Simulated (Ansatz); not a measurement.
# FH3NO2Ta: one species, many methods

An exercise on one series of results from a longer session: the logs are not shown, and one member is left open.

Method: functionals in def2-TZVPP, the program's frozen cores in correlated methods; program: Ansatz 0.2.0, Gaussian basis.

Plan: LDA (SPW92), PBE-D4, revPBE-D4, BLYP-D4, r2SCAN-D4, B97M-V, PBE0-D4, B3LYP-D4, r2SCANh-D4, r2SCAN0-D4, HSE06-D4, BHLYP-D4, CAM-B3LYP-D4, LC-ωPBE, ωB97X-V, ωB97M-V, B2PLYP, PBE-QIDH; CCSD(T)/def2-SVP; CCSD(T)/def2-TZVPP; MP2/def2-QZVPP; extrapolation to the limit; RPA on PBE.

1 further run of the same task is left out (for a known fault of the program).

**Structure used throughout**

All runs share one geometry, relaxed beforehand with PBE0-D4 in a triple-zeta def2 set. Ta takes the def2 core potential; no spin-orbit term is included.

SMILES `[NH2][Ta](=[O])([OH])[F]`, 8 atoms, charge 0, spin multiplicity 1.

Atoms are counted from 1 here; the program's logs count them from 0.

Bond lengths: N1–Ta2 1.971 Å, N1–H6 1.009 Å, N1–H7 1.010 Å, Ta2–O3 1.717 Å, Ta2–O4 1.905 Å, Ta2–F5 1.891 Å, O4–H8 0.957 Å. Angles: Ta2–N1–H6 124.4°, Ta2–N1–H7 125.0°, H6–N1–H7 110.5°, N1–Ta2–O3 104.8°, N1–Ta2–O4 110.3°, N1–Ta2–F5 111.1°, O3–Ta2–O4 111.0°, O3–Ta2–F5 110.4°, O4–Ta2–F5 109.3°, Ta2–O4–H8 131.2°.

The first run:

File in.yaml:

```yaml
crystal:
  periodic: [false, false, false]
  atoms:
    - {symbol: N, position_ang: [-0.646597, 1.185426, 0.588464]}
    - {symbol: Ta, position_ang: [0.558913, -0.253308, -0.014140]}
    - {symbol: O, position_ang: [0.775164, -1.249907, 1.367387]}
    - {symbol: O, position_ang: [-0.240359, -1.229919, -1.440768]}
    - {symbol: F, position_ang: [2.220130, 0.446181, -0.587209]}
    - {symbol: H, position_ang: [-0.982264, 1.289784, 1.533825]}
    - {symbol: H, position_ang: [-1.050597, 1.891442, -0.010191]}
    - {symbol: H, position_ang: [-0.542292, -2.136698, -1.493267]}
basis:
  gaussian: {orbitals: def2-TZVPP}
hamiltonian: {xc: lda}
output: {orbitals: {seedname: orbitals}}
```

Started as:

```bash
ansatz run in.yaml --threads 2 --pin off --events-out ev --progress --plain --max-ram 22528MiB --backend cpu
```

Steps of the session up to this table: LDA; PBE-D4 (GGA); revPBE-D4 (GGA); BLYP-D4 (GGA); r2SCAN-D4 (meta-GGA); B97M-V (meta-GGA); PBE0-D4 (hybrid); B3LYP-D4 (hybrid); r2SCANh-D4 (hybrid); r2SCAN0-D4 (hybrid); HSE06-D4 (hybrid); BHLYP-D4 (hybrid); CAM-B3LYP-D4 (range-separated); LC-ωPBE (range-separated); ωB97X-V (range-separated); ωB97M-V (range-separated); B2PLYP (double hybrid); PBE-QIDH (double hybrid).

One of the session's tables, all rows but one given; the rest of the session is left out.

It belongs to the step «Frontier levels by functional». 

| functional | HOMO (eV) | gap (eV) |
| --- | --- | --- |
| LDA (SPW92) | -7.10 | 5.36 |
| PBE-D4 | -6.86 | 5.40 |
| revPBE-D4 | -6.77 | 5.41 |
| BLYP-D4 | -6.75 | 5.37 |
| r2SCAN-D4 | -7.20 | 5.93 |
| B97M-V | -7.24 | 6.02 |
| PBE0-D4 | -8.34 | 7.76 |
| B3LYP-D4 | -8.10 | 7.24 |
| r2SCANh-D4 | -7.75 | 6.81 |
| r2SCAN0-D4 | -8.58 | 8.13 |
| HSE06-D4 | ? | ? |
| BHLYP-D4 | -9.73 | 9.88 |
| CAM-B3LYP-D4 | -9.81 | 10.12 |
| LC-ωPBE | -11.22 | 12.77 |
| ωB97X-V | -10.82 | 12.17 |
| ωB97M-V | -10.72 | 11.62 |

**Question.** Estimate the row for HSE06-D4.

As computed: HOMO (eV): -7.93; gap (eV): 6.97. In the column «HOMO (eV)» it lies between B3LYP-D4 (-8.10) and r2SCANh-D4 (-7.75).
